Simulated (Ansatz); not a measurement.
# C₅H₁₃N₃SiTi: basis-set convergence

One table from this session's results is given with a row withheld; the runs are named, their logs left out.

Computed with Ansatz 0.2.0, Gaussian basis. Level: one geometry, several basis sets.

Levels to be run: PBE0-D4/def2-SVP; ωB97M-V/def2-SVP; PBE0-D4/def2-QZVPP; ωB97M-V/def2-QZVPP; the functionals' def2-TZVPP values are taken from earlier runs.

## Structure used throughout

The geometry comes from an earlier relaxation with PBE0-D4 in a triple-zeta def2 set; it is a stationary point, not always the lowest conformer.

SMILES `[NH2][Ti]1234([NH2])([NH2])[C@@H]5[C@H]1[C@H]2[C@]3([SiH3])[C@@H]54`, 23 atoms, charge 0, spin multiplicity 1.

Atoms are counted from 1 here; the program's logs count them from 0.

Bond lengths: N1–Ti2 1.901 Å, N1–H11 1.009 Å, N1–H12 1.009 Å, Ti2–N3 1.901 Å, Ti2–N4 1.904 Å, Ti2–C5 2.425 Å, Ti2–C6 2.404 Å, Ti2–C7 2.377 Å, Ti2–C8 2.371 Å, Ti2–C10 2.385 Å, N3–H13 1.009 Å, N3–H14 1.011 Å, N4–H15 1.008 Å, N4–H16 1.010 Å, C5–C6 1.410 Å, C5–C10 1.403 Å, C5–H17 1.079 Å, C6–C7 1.409 Å and more. Angles: Ti2–N1–H11 128.7°, Ti2–N1–H12 120.5°, H11–N1–H12 110.0°, N1–Ti2–N3 102.2°, N1–Ti2–N4 101.0°, N1–Ti2–C5 139.3°, N1–Ti2–C6 105.4°, N1–Ti2–C7 87.8°, N1–Ti2–C8 105.6°, N1–Ti2–C10 140.3°, N3–Ti2–N4 105.2°, N3–Ti2–C5 86.3°, N3–Ti2–C6 92.8°, N3–Ti2–C7 125.8°, N3–Ti2–C8 143.6°, N3–Ti2–C10 113.0°, N4–Ti2–C5 115.2°, N4–Ti2–C6 144.0° and more.

Geometry (Å):

```mol
C5H13N3SiTi
  3D, bonds by distance, orders not assigned

 23 27  0  0  0  0  0  0  0  0999 V2000
   -0.2703   -2.1227    0.8495 N   0  0
    0.6451   -0.6106    0.1493 Ti  0  0
    2.4267   -0.9097    0.7406 N   0  0
    0.6609   -1.0245   -1.7095 N   0  0
    1.0230    1.7229    0.6915 C   0  0
    0.2850    1.1496    1.7470 C   0  0
   -0.9678    0.7554    1.2360 C   0  0
   -1.0137    1.0574   -0.1457 C   0  0
   -2.3722    0.6706   -1.3469 Si  0  0
    0.2376    1.6568   -0.4687 C   0  0
   -1.2648   -2.2765    0.9294 H   0  0
    0.2316   -2.8345    1.3599 H   0  0
    2.9258   -0.4862    1.5078 H   0  0
    3.0701   -1.4306    0.1609 H   0  0
    0.7462   -0.4199   -2.5120 H   0  0
    0.4475   -1.9656   -2.0068 H   0  0
    2.0342    2.0956    0.7512 H   0  0
    0.6254    1.0115    2.7631 H   0  0
   -1.7446    0.2635    1.8020 H   0  0
   -3.5171    1.6073   -1.1698 H   0  0
   -2.8865   -0.7093   -1.1413 H   0  0
   -1.8617    0.8176   -2.7338 H   0  0
    0.5398    1.9820   -1.4538 H   0  0
  1  2  8  0
  2  3  8  0
  2  4  8  0
  2  5  8  0
  5  6  8  0
  6  7  8  0
  7  8  8  0
  8  9  8  0
  8 10  8  0
  1 11  8  0
  1 12  8  0
  3 13  8  0
  3 14  8  0
  4 15  8  0
  4 16  8  0
  5 17  8  0
  6 18  8  0
  7 19  8  0
  9 20  8  0
  9 21  8  0
  9 22  8  0
 10 23  8  0
  2  6  8  0
  2  7  8  0
  2  8  8  0
  2 10  8  0
  5 10  8  0
M  END
```

The first run:

Contents of in.yaml:

```yaml
crystal:
  periodic: [false, false, false]
  atoms:
    - {symbol: N, position_ang: [-0.270335, -2.122747, 0.849519]}
    - {symbol: Ti, position_ang: [0.645110, -0.610578, 0.149297]}
    - {symbol: N, position_ang: [2.426739, -0.909730, 0.740602]}
    - {symbol: N, position_ang: [0.660882, -1.024466, -1.709501]}
    - {symbol: C, position_ang: [1.023009, 1.722882, 0.691539]}
    - {symbol: C, position_ang: [0.284991, 1.149639, 1.747031]}
    - {symbol: C, position_ang: [-0.967796, 0.755393, 1.235992]}
    - {symbol: C, position_ang: [-1.013681, 1.057358, -0.145671]}
    - {symbol: Si, position_ang: [-2.372165, 0.670617, -1.346909]}
    - {symbol: C, position_ang: [0.237553, 1.656785, -0.468658]}
    - {symbol: H, position_ang: [-1.264846, -2.276539, 0.929366]}
    - {symbol: H, position_ang: [0.231593, -2.834493, 1.359855]}
    - {symbol: H, position_ang: [2.925823, -0.486171, 1.507843]}
    - {symbol: H, position_ang: [3.070052, -1.430633, 0.160947]}
    - {symbol: H, position_ang: [0.746167, -0.419912, -2.512034]}
    - {symbol: H, position_ang: [0.447471, -1.965615, -2.006849]}
    - {symbol: H, position_ang: [2.034224, 2.095573, 0.751247]}
    - {symbol: H, position_ang: [0.625437, 1.011535, 2.763126]}
    - {symbol: H, position_ang: [-1.744623, 0.263537, 1.802040]}
    - {symbol: H, position_ang: [-3.517136, 1.607331, -1.169788]}
    - {symbol: H, position_ang: [-2.886542, -0.709272, -1.141345]}
    - {symbol: H, position_ang: [-1.861690, 0.817561, -2.733835]}
    - {symbol: H, position_ang: [0.539762, 1.981955, -1.453812]}
basis:
  gaussian: {orbitals: def2-SVP}
hamiltonian: {xc: pbe0, dispersion: d4}
output: {orbitals: {seedname: orbitals}}
```

On the command line:

```console
ansatz run in.yaml --threads 4 --pin off --events-out ev --progress --plain --max-ram 66560MiB --backend cpu
```

Among the steps run: PBE0-D4 in def2-SVP; ωB97M-V in def2-SVP; PBE0-D4 in def2-QZVPP; ωB97M-V in def2-QZVPP.

One table of the session follows, with a row left open; its other results are not shown here.

It belongs to the step «Density functionals: the series». 

| functional | basis | HOMO (eV) |
| --- | --- | --- |
| PBE0-D4 | def2-SVP | ? |
| PBE0-D4 | def2-TZVPP | -6.63 |
| PBE0-D4 | def2-QZVPP | -6.66 |
| ωB97M-V | def2-SVP | -8.64 |
| ωB97M-V | def2-TZVPP | -8.83 |
| ωB97M-V | def2-QZVPP | -8.85 |

Q: Estimate the row for PBE0-D4, def2-SVP from the others.

**Answer.** HOMO (eV): -6.40. In the column «HOMO (eV)» it is the highest.
